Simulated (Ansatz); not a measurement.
# CH8GeO: the cost of one run

Program: Ansatz 0.2.0. Level of theory: RKS LDA/def2-SVP. These are calculated values, not measurements.

## (1) The system as given

Bond lengths: Ge1–C2 2.310 Å, C2–H3 1.110 Å, C2–H4 1.110 Å, C2–H5 1.110 Å, Ge1–H6 1.550 Å, Ge1–H7 1.549 Å, Ge1–H8 1.549 Å, Ge1–O9 2.070 Å, O9–H10 1.010 Å. Angles (14 of 17 angles, heavy atoms first): C2–Ge1–O9 71.6°, Ge1–C2–H3 109.5°, Ge1–C2–H4 109.5°, Ge1–C2–H5 109.5°, C2–Ge1–H6 109.5°, C2–Ge1–H7 109.5°, C2–Ge1–H8 109.5°, H6–Ge1–O9 75.8°, H7–Ge1–O9 173.4°, H8–Ge1–O9 64.4°, Ge1–O9–H10 109.5°, H3–C2–H4 109.4°, H3–C2–H5 109.4°, H4–C2–H5 109.4°.

As a file:

```xyz
11

Ge    0.0000    0.0000    0.0000
C     0.0000    0.0000    2.3100
H    -0.9996   -0.3092    2.6805
H     0.7676   -0.7111    2.6805
H     0.2320    1.0203    2.6805
H     1.4616    0.0000   -0.5162
H    -0.7300    1.2648   -0.5162
H    -0.7300   -1.2648   -0.5162
O     0.7702   -1.8071    0.6527
H     0.1354   -2.5529    0.4061
H     0.5057   -1.1865    1.8087
```

## (2) A restrained relaxation towards end A

Springs on the bonds that form and break draw the guess towards this end; the thresholds are loose.

input.yaml reads:

```yaml
crystal:
  periodic: [false, false, false]
  atoms:
    - { symbol: Ge, position_ang: [0.0, 0.0, 0.0] }
    - { symbol: C, position_ang: [0.0, 0.0, 2.31] }
    - { symbol: H, position_ang: [-0.9996, -0.3092, 2.6805] }
    - { symbol: H, position_ang: [0.7676, -0.7111, 2.6805] }
    - { symbol: H, position_ang: [0.232, 1.0203, 2.6805] }
    - { symbol: H, position_ang: [1.4616, 0.0, -0.5162] }
    - { symbol: H, position_ang: [-0.73, 1.2648, -0.5162] }
    - { symbol: H, position_ang: [-0.73, -1.2648, -0.5162] }
    - { symbol: O, position_ang: [0.7702, -1.8071, 0.6527] }
    - { symbol: H, position_ang: [0.1354, -2.5529, 0.4061] }
    - { symbol: H, position_ang: [0.5057, -1.1865, 1.8087] }
basis:
  gaussian: { orbitals: def2-SVP }
hamiltonian:
  xc: lda
relax:
  f_tol: 0.15
  max_steps: 25
  restrain:
    - { distance: [0, 8], at: 2.97, k: 30.0 }
    - { distance: [10, 1], at: 2.31, k: 30.0 }
    - { distance: [0, 1], at: 1.96, k: 30.0 }
    - { distance: [10, 8], at: 1.01, k: 30.0 }
```

Launch:

```sh
ansatz run input.yaml --threads 2 --pin off --max-ram 3072MiB --backend cpu --events-out ev --progress --plain --runs-dir out
```

**Question.** How long does this run take on 2 threads of Arm Neoverse N1, shared host, and how much memory does it need?

About 23 s, with a peak of 0.13 GiB.
